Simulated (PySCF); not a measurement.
**C2H9NSi: electronic excitations at several levels of theory**

How much do the electronic excitations of C2H9NSi (`CN[SiH2]C`) depend on the level of theory, and what does each level cost?

The runs use PySCF 2.14.0, with density-fitted response routines of our own; the level of theory stands in each step. All values are computed, except where a source is named. Atoms are numbered from 0 throughout.

## 1. Starting geometry

13 atoms, charge 0, multiplicity 1; geometry from: GFN2-xTB. The atoms were then displaced at random by about 0.01 Å, so the start is not that level's minimum.

Bonds of the start (Å): C0–N1 1.44, N1–Si2 1.74, Si2–C3 1.87, C0–H4 1.11, C0–H5 1.07, C0–H6 1.10, N1–H7 1.01, Si2–H8 1.46, Si2–H9 1.46, C3–H10 1.09, C3–H11 1.11, C3–H12 1.08.

## 2. Optimising the geometry at PBE0-D3(BJ)/def2-SVP

Job settings and geometry (Å):

```
{"job": {"xc": "PBE0", "basis": "def2-SVP", "d3": "d3bj", "grid": 1, "shake": 0.01, "kind": "geom"}, "charge": 0, "multiplicity": 1}
C      1.745940     0.400040     0.260070
N      0.880100    -0.753780     0.293520
Si    -0.688000    -0.864830    -0.449090
C     -1.639010     0.663040     0.071410
H      1.099410     1.302440     0.360550
H      2.440310     0.403640     1.075310
H      2.292050     0.516530    -0.683840
H      1.456820    -1.586270     0.294660
H     -1.216870    -2.100410     0.127250
H     -0.672670    -0.929250    -1.906280
H     -1.584360     0.856580     1.146820
H     -2.720480     0.512270    -0.130950
H     -1.387410     1.563120    -0.469750
```

Command:

```
> OMP_NUM_THREADS=1 python probes_run.py task.json out
```

This one command runs all jobs of the session in turn.

Log:

```text
step   0  E = -425.41424912  max force = 0.033212
step   1  E = -425.41889990  max force = 0.006869
step   2  E = -425.41943461  max force = 0.001840
step   3  E = -425.41951687  max force = 0.000839
step   4  E = -425.41957545  max force = 0.001096
step   5  E = -425.41963434  max force = 0.001340
step   6  E = -425.41969369  max force = 0.001028
step   7  E = -425.41973463  max force = 0.000716
step   8  E = -425.41975345  max force = 0.000482
step   9  E = -425.41976079  max force = 0.000318
optimisation converged
```

Wall time 33 s (1 thread of Arm Neoverse V2, shared host); peak memory 0.43 GiB.

The steps of the relaxation:

| step | energy from step 0 (eV) | largest force component (eV/Å) |
| --- | --- | --- |
| 0 | 0.0000 | 1.7078 |
| 1 | -0.1266 | 0.3532 |
| 2 | -0.1411 | 0.0946 |
| 3 | -0.1433 | 0.0431 |
| 4 | -0.1449 | 0.0564 |
| 5 | -0.1465 | 0.0689 |
| 6 | -0.1482 | 0.0529 |
| 7 | -0.1493 | 0.0368 |
| 8 | -0.1498 | 0.0248 |
| 9 | -0.1500 | 0.0164 |

Close pairs (by a distance rule), those that changed most:

| bond | before (Å) | after (Å) | change (Å) |
| --- | --- | --- | --- |
| Si2–H9 | 1.459 | 1.507 | +0.048 |
| Si2–H8 | 1.462 | 1.496 | +0.034 |
| C0–H5 | 1.071 | 1.103 | +0.033 |
| C3–H12 | 1.080 | 1.102 | +0.022 |
| C0–H4 | 1.115 | 1.102 | -0.013 |
| C0–H6 | 1.097 | 1.109 | +0.012 |
| C3–H11 | 1.111 | 1.101 | -0.009 |
| C3–H10 | 1.094 | 1.101 | +0.007 |

The end geometry stands in the next job.

| at the end point | value |
| --- | --- |
| point group (found at 0.08 Å tolerance) | C1 |
| rotational constants (GHz, main isotopes) | 9.830, 3.534, 2.907 |
| dipole moment (D) | 0.89 |

## 3. TDDFT and polarisability: PBE0/def2-TZVP

Job settings and geometry (Å):

```
{"job": {"kind": "uv", "xc": "PBE0", "basis": "def2-TZVP"}, "charge": 0, "multiplicity": 1}
C      1.786830     0.693172     0.339349
N      0.961675    -0.472125     0.541465
Si    -0.571698    -0.728629    -0.230065
C     -1.804685     0.591388     0.272757
H      1.154949     1.588391     0.222977
H      2.436270     0.883305     1.210904
H      2.438692     0.641876    -0.555805
H      1.487426    -1.305472     0.780035
H     -1.021519    -2.085971     0.209381
H     -0.504500    -0.736687    -1.735156
H     -1.907338     0.633444     1.367730
H     -2.793106     0.380707    -0.165119
H     -1.493648     1.587262    -0.080715
```

Level: TDDFT PBE0/def2-TZVP, vertical, gas phase, core orbitals frozen in the response.

Log:

```text
coarse grid: 10440 points
cycle   1  E = -425.6266167545  dE =  3.512e-02  |g| = 4.613e-01  |ddm| = 2.383e+00
cycle   2  E = -425.5952550374  dE =  3.136e-02  |g| = 5.909e-01  |ddm| = 8.305e-01
cycle   3  E = -425.6752771637  dE = -8.002e-02  |g| = 6.384e-02  |ddm| = 5.192e-01
cycle   4  E = -425.6759542816  dE = -6.771e-04  |g| = 2.966e-02  |ddm| = 5.661e-02
cycle   5  E = -425.6761515820  dE = -1.973e-04  |g| = 4.422e-03  |ddm| = 2.148e-02
cycle   6  E = -425.6761561459  dE = -4.564e-06  |g| = 4.262e-04  |ddm| = 3.378e-03
final grid: 93688 points
cycle   7  E = -425.6661572926  dE = -3.636e-05  |g| = 7.428e-03  |ddm| = 3.222e-02
cycle   8  E = -425.6661493837  dE =  7.909e-06  |g| = 9.413e-03  |ddm| = 1.148e-02
cycle   9  E = -425.6661698298  dE = -2.045e-05  |g| = 7.953e-04  |ddm| = 6.704e-03
cycle  10  E = -425.6661699527  dE = -1.229e-07  |g| = 2.424e-04  |ddm| = 6.557e-04
cycle  11  E = -425.6661699651  dE = -1.241e-08  |g| = 3.519e-05  |ddm| = 1.608e-04
cycle  12  E = -425.6661699654  dE = -2.915e-10  |g| = 9.264e-06  |ddm| = 3.312e-05
converged SCF energy = -425.6661699654

Static polarisability (au): isotropic 59.506, principal 54.007 58.728 65.784

Singlet excitations
state   eV       nm        f      main configurations
  1   6.0177    206.0   0.00452   H->L 0.99
  2   6.4926    191.0   0.02672   H->L+1 0.97
  3   7.2883    170.1   0.01848   H->L+2 0.89
  4   7.5793    163.6   0.04723   H->L+3 0.69, H->L+4 0.17, H->L+2 0.10
  5   7.7804    159.4   0.02614   H->L+4 0.76, H->L+3 0.16
  6   8.1445    152.2   0.06077   H->L+5 0.94
  7   8.2652    150.0   0.01011   H->L+6 0.89
  8   8.5505    145.0   0.00600   H-1->L 0.80
  9   8.5794    144.5   0.02663   H->L+7 0.85
 10   8.6022    144.1   0.00780   H-2->L 0.75, H-2->L+1 0.09

Triplet excitations (Tamm-Dancoff, eV): 5.6804 6.2805 7.0019 7.2711
```

It took 18 s on 1 thread of Arm Neoverse V2, shared host; peak memory 0.74 GiB.

Frontier orbitals and where they lie:

| orbital | eV | atoms |
| --- | --- | --- |
| HOMO−3 | -9.79 | N1 25 %, C0 23 %, Si2 14 % |
| HOMO−2 | -9.04 | Si2 38 %, H9 22 %, H8 18 % |
| HOMO−1 | -8.99 | C3 42 %, Si2 31 %, H8 13 % |
| HOMO | -6.62 | N1 57 %, Si2 13 %, C0 11 % |
| LUMO | 0.89 | Si2 39 %, H7 22 %, C0 9 % |
| LUMO+1 | 1.06 | Si2 43 %, H12 13 %, C3 9 % |
| LUMO+2 | 1.99 | Si2 49 %, H6 14 %, C0 10 % |

With each of the 10 states as a Gaussian band of 0.4 eV half-width at 1/e, the curve within the window shown has maxima at 191 nm (ε 1,100), 153 nm (ε 4,100) L/(mol cm). Beyond the last state computed it falls off for lack of states. The curve at chosen wavelengths:

```json
{"nm": "139", "ε (L/mol/cm)": "955"}
{"nm": "143", "ε (L/mol/cm)": "2236"}
{"nm": "146", "ε (L/mol/cm)": "3141"}
{"nm": "150", "ε (L/mol/cm)": "3918"}
{"nm": "153", "ε (L/mol/cm)": "4090"}
{"nm": "157", "ε (L/mol/cm)": "3996"}
{"nm": "160", "ε (L/mol/cm)": "3857"}
{"nm": "164", "ε (L/mol/cm)": "3431"}
{"nm": "167", "ε (L/mol/cm)": "2835"}
{"nm": "171", "ε (L/mol/cm)": "1882"}
{"nm": "175", "ε (L/mol/cm)": "1128"}
{"nm": "178", "ε (L/mol/cm)": "841"}
{"nm": "182", "ε (L/mol/cm)": "816"}
{"nm": "185", "ε (L/mol/cm)": "950"}
{"nm": "189", "ε (L/mol/cm)": "1118"}
{"nm": "192", "ε (L/mol/cm)": "1136"}
{"nm": "196", "ε (L/mol/cm)": "999"}
{"nm": "200", "ε (L/mol/cm)": "764"}
{"nm": "203", "ε (L/mol/cm)": "587"}
{"nm": "207", "ε (L/mol/cm)": "393"}
{"nm": "210", "ε (L/mol/cm)": "284"}
{"nm": "214", "ε (L/mol/cm)": "179"}
{"nm": "217", "ε (L/mol/cm)": "123"}
{"nm": "221", "ε (L/mol/cm)": "70"}
{"nm": "224", "ε (L/mol/cm)": "44"}
{"nm": "228", "ε (L/mol/cm)": "22"}
```

Further results of this job:

| property | computed |
| --- | --- |
| dipole moment (D) | 0.85 |
| polarisability (Å³) | 8.82 |
| HOMO–LUMO gap (eV) | 7.51 |
| −ε(HOMO) (eV) | 6.62 |

## 4. Ultraviolet spectrum: PBE0/aug-cc-pVDZ

Settings changed since step 3:

```diff
@@ -1,2 +1,2 @@
-{"job": {"kind": "uv", "xc": "PBE0", "basis": "def2-TZVP"}, "charge": 0, "multiplicity": 1}
+{"job": {"kind": "uv", "xc": "PBE0", "basis": "aug-cc-pVDZ"}, "charge": 0, "multiplicity": 1}
 C      1.786830     0.693172     0.339349
```

With the program's defaults for keys left out, this is: TDDFT PBE0/aug-cc-pVDZ, vertical, gas phase, core orbitals frozen in the response.

Log:

```text
coarse grid: 10440 points
cycle   1  E = -425.5551765766  dE =  7.757e-02  |g| = 4.360e-01  |ddm| = 7.250e+00
cycle   2  E = -425.5236783897  dE =  3.150e-02  |g| = 5.668e-01  |ddm| = 1.641e+00
cycle   3  E = -425.6012690320  dE = -7.759e-02  |g| = 6.160e-02  |ddm| = 8.918e-01
cycle   4  E = -425.6020217079  dE = -7.527e-04  |g| = 2.470e-02  |ddm| = 1.324e-01
cycle   5  E = -425.6021712793  dE = -1.496e-04  |g| = 3.203e-03  |ddm| = 4.799e-02
cycle   6  E = -425.6021742122  dE = -2.933e-06  |g| = 4.519e-04  |ddm| = 8.157e-03
final grid: 93688 points
cycle   7  E = -425.6118703338  dE = -1.466e-05  |g| = 7.352e-03  |ddm| = 1.052e-01
cycle   8  E = -425.6118616372  dE =  8.697e-06  |g| = 9.497e-03  |ddm| = 2.908e-02
cycle   9  E = -425.6118839555  dE = -2.232e-05  |g| = 8.186e-04  |ddm| = 1.544e-02
cycle  10  E = -425.6118841027  dE = -1.472e-07  |g| = 1.430e-04  |ddm| = 1.358e-03
cycle  11  E = -425.6118841074  dE = -4.675e-09  |g| = 2.762e-05  |ddm| = 2.952e-04
cycle  12  E = -425.6118841076  dE = -2.052e-10  |g| = 9.742e-06  |ddm| = 8.566e-05
converged SCF energy = -425.6118841076

Static polarisability (au): isotropic 64.072, principal 58.517 63.164 70.534

Singlet excitations
state   eV       nm        f      main configurations
  1   5.3301    232.6   0.00157   H->L 0.83, H->L+1 0.13
  2   5.7721    214.8   0.01574   H->L+1 0.79, H->L 0.14
  3   6.1655    201.1   0.04269   H->L+2 0.69, H->L+3 0.23
  4   6.2793    197.4   0.02972   H->L+3 0.73, H->L+2 0.24
  5   6.4525    192.1   0.00898   H->L+4 0.89
  6   6.7910    182.6   0.01253   H->L+6 0.59, H->L+5 0.30
  7   6.8239    181.7   0.00859   H->L+5 0.58, H->L+6 0.29
  8   6.9811    177.6   0.01978   H->L+7 0.94
  9   7.1229    174.1   0.02219   H->L+8 0.88
 10   7.3494    168.7   0.00110   H->L+9 0.86

Triplet excitations (Tamm-Dancoff, eV): 5.1593 5.6144 6.0255 6.1844
```

It took 16 s on 1 thread of Arm Neoverse V2, shared host; peak memory 0.73 GiB.

In short: HOMO -6.58 eV, LUMO -0.11 eV; lowest singlet 5.33 eV.

## 5. TDDFT and polarisability: PBE0/def2-TZVPD

Settings changed since step 4:

```diff
@@ -1,2 +1,2 @@
-{"job": {"kind": "uv", "xc": "PBE0", "basis": "aug-cc-pVDZ"}, "charge": 0, "multiplicity": 1}
+{"job": {"kind": "uv", "xc": "PBE0", "basis": "def2-TZVPD"}, "charge": 0, "multiplicity": 1}
 C      1.786830     0.693172     0.339349
```

Level: TDDFT PBE0/def2-TZVPD, vertical, gas phase, core orbitals frozen in the response.

Log:

```text
coarse grid: 10440 points
cycle   1  E = -425.6280561526  dE =  3.458e-02  |g| = 4.599e-01  |ddm| = 2.796e+00
cycle   2  E = -425.5951978652  dE =  3.286e-02  |g| = 5.948e-01  |ddm| = 9.696e-01
cycle   3  E = -425.6764442186  dE = -8.125e-02  |g| = 6.650e-02  |ddm| = 4.771e-01
cycle   4  E = -425.6771892084  dE = -7.450e-04  |g| = 3.018e-02  |ddm| = 6.451e-02
cycle   5  E = -425.6773938202  dE = -2.046e-04  |g| = 4.486e-03  |ddm| = 2.232e-02
cycle   6  E = -425.6773985018  dE = -4.682e-06  |g| = 4.471e-04  |ddm| = 5.714e-03
final grid: 93688 points
cycle   7  E = -425.6674208431  dE = -3.949e-05  |g| = 7.443e-03  |ddm| = 1.399e-01
cycle   8  E = -425.6674126360  dE =  8.207e-06  |g| = 9.493e-03  |ddm| = 1.264e-02
cycle   9  E = -425.6674334450  dE = -2.081e-05  |g| = 8.348e-04  |ddm| = 6.960e-03
cycle  10  E = -425.6674335812  dE = -1.362e-07  |g| = 2.485e-04  |ddm| = 6.915e-04
cycle  11  E = -425.6674335943  dE = -1.309e-08  |g| = 3.664e-05  |ddm| = 2.275e-04
cycle  12  E = -425.6674335946  dE = -3.168e-10  |g| = 9.670e-06  |ddm| = 5.169e-05
converged SCF energy = -425.6674335946

Static polarisability (au): isotropic 63.489, principal 57.817 62.730 69.921

Singlet excitations
state   eV       nm        f      main configurations
  1   5.6104    221.0   0.00184   H->L 0.83, H->L+1 0.15
  2   6.0679    204.3   0.02209   H->L+1 0.80, H->L 0.15
  3   6.6378    186.8   0.03430   H->L+3 0.94
  4   6.6840    185.5   0.02078   H->L+2 0.96
  5   7.0550    175.7   0.03269   H->L+4 0.75, H->L+5 0.20
  6   7.2178    171.8   0.01437   H->L+5 0.71, H->L+4 0.19
  7   7.6376    162.3   0.03307   H->L+6 0.89
  8   7.8557    157.8   0.03673   H->L+7 0.79
  9   7.9191    156.6   0.00865   H->L+8 0.79, H->L+7 0.12
 10   8.1488    152.2   0.01555   H-1->L 0.85

Triplet excitations (Tamm-Dancoff, eV): 5.3918 5.8662 6.4078 6.5466
```

Wall time 25 s (1 thread of Arm Neoverse V2, shared host); peak memory 0.82 GiB.

In short: HOMO -6.66 eV, LUMO 0.24 eV; lowest singlet 5.61 eV.

## 6. Excited states and response: PBE0/6-31+G*

Settings changed since step 5:

```diff
@@ -1,2 +1,2 @@
-{"job": {"kind": "uv", "xc": "PBE0", "basis": "def2-TZVPD"}, "charge": 0, "multiplicity": 1}
+{"job": {"kind": "uv", "xc": "PBE0", "basis": "6-31+G*"}, "charge": 0, "multiplicity": 1}
 C      1.786830     0.693172     0.339349
```

With the program's defaults for keys left out, this is: TDDFT PBE0/6-31+G*, vertical, gas phase, core orbitals frozen in the response.

Log:

```text
coarse grid: 10440 points
cycle   1  E = -425.5791219803  dE =  5.724e-02  |g| = 4.362e-01  |ddm| = 2.988e+00
cycle   2  E = -425.5499243451  dE =  2.920e-02  |g| = 5.569e-01  |ddm| = 1.032e+00
cycle   3  E = -425.6256866375  dE = -7.576e-02  |g| = 5.856e-02  |ddm| = 6.417e-01
cycle   4  E = -425.6263410040  dE = -6.544e-04  |g| = 2.441e-02  |ddm| = 7.505e-02
cycle   5  E = -425.6264877358  dE = -1.467e-04  |g| = 2.683e-03  |ddm| = 2.520e-02
cycle   6  E = -425.6264897244  dE = -1.989e-06  |g| = 3.296e-04  |ddm| = 4.533e-03
final grid: 93688 points
cycle   7  E = -425.5826979419  dE = -1.067e-05  |g| = 7.396e-03  |ddm| = 2.439e-02
cycle   8  E = -425.5826894309  dE =  8.511e-06  |g| = 9.547e-03  |ddm| = 1.604e-02
cycle   9  E = -425.5827119285  dE = -2.250e-05  |g| = 7.798e-04  |ddm| = 9.398e-03
cycle  10  E = -425.5827120640  dE = -1.356e-07  |g| = 1.343e-04  |ddm| = 7.797e-04
cycle  11  E = -425.5827120680  dE = -3.971e-09  |g| = 2.541e-05  |ddm| = 1.473e-04
cycle  12  E = -425.5827120682  dE = -1.610e-10  |g| = 1.001e-05  |ddm| = 5.215e-05
converged SCF energy = -425.5827120682

Static polarisability (au): isotropic 56.861, principal 52.833 55.820 61.929

Singlet excitations
state   eV       nm        f      main configurations
  1   5.5043    225.2   0.00231   H->L 0.71, H->L+1 0.28
  2   5.9122    209.7   0.02741   H->L+1 0.69, H->L 0.28
  3   6.5295    189.9   0.05072   H->L+3 0.58, H->L+2 0.39
  4   6.5910    188.1   0.03700   H->L+2 0.58, H->L+3 0.39
  5   6.8004    182.3   0.00916   H->L+4 0.94
  6   7.2966    169.9   0.01938   H->L+5 0.88
  7   7.3612    168.4   0.00683   H->L+6 0.81, H->L+7 0.10
  8   7.6101    162.9   0.04168   H->L+7 0.77, H->L+6 0.13
  9   7.8225    158.5   0.00131   H->L+8 0.78, H->L+9 0.10
 10   8.0213    154.6   0.02074   H->L+9 0.70, H->L+8 0.12

Triplet excitations (Tamm-Dancoff, eV): 5.2950 5.7336 6.3558 6.4746
```

Wall time 7.2 s (1 thread of Arm Neoverse V2, shared host); peak memory 0.51 GiB.

In short: HOMO -6.57 eV, LUMO 0.21 eV; lowest singlet 5.50 eV.

## 7. Side by side: electronic excitations

Excitations and ground-state properties, with basis size and wall time:

| run | lowest singlet (eV) | brightest (eV) | f | gap (eV) | α (Å³) | μ (D) | functions | time |
| --- | --- | --- | --- | --- | --- | --- | --- | --- |
| PBE0/def2-TZVP | 6.02 | 8.14 | 0.061 | 7.51 | 8.82 | 0.85 | 184 | 18 s |
| PBE0/aug-cc-pVDZ | 5.33 | 6.17 | 0.043 | 6.48 | 9.49 | 0.78 | 177 | 16 s |
| PBE0/def2-TZVPD | 5.61 | 7.86 | 0.037 | 6.90 | 9.41 | 0.82 | 235 | 25 s |
| PBE0/6-31+G* | 5.50 | 6.53 | 0.051 | 6.78 | 8.43 | 0.79 | 94 | 7.2 s |

## 8. Summary of results

| quantity | value |
| --- | --- |
| point group | C1 |
| rotational constants (main isotopes) | 9.83, 3.53, 2.91 GHz |
| lowest singlet (PBE0/def2-TZVP) | 6.02 eV (206 nm), f = 0.005 |
| brightest single state of those computed | state 6, 8.14 eV, f = 0.061 |
| lowest triplet | 5.68 eV |
| range of the lowest singlet | 5.33 to 6.02 eV |

What this shows: Single values in the summary come from the first run of each kind that ended normally (PBE0/def2-TZVP), which need not be the best level. Relaxing lowered the energy by 0.150 eV in 9 steps; the close pair that moved most is Si2–H9, from 1.459 to 1.507 Å. The lowest singlet, at 6.02 eV, is HOMO→LUMO 0.99 and is weak; of the 10 states computed, the strongest absorption comes from state 6 at 8.14 eV. The lowest triplet lies 0.34 eV below the lowest singlet (triplets in Tamm-Dancoff, singlets in full TDDFT). States above −ε(HOMO) lie where TDDFT describes them poorly and they hang on the basis; the brightest is among them. The basis of PBE0/def2-TZVP has no diffuse functions, so Rydberg states are missing and the high states are unreliable. The lowest singlet runs from 5.33 eV (PBE0/aug-cc-pVDZ) to 6.02 eV (PBE0/def2-TZVP), while the orbital gap spans 6.48 to 7.51 eV. The lowest state need not be the same one in every run. The runs solved for a few states only, so the brightest column depends on that window.
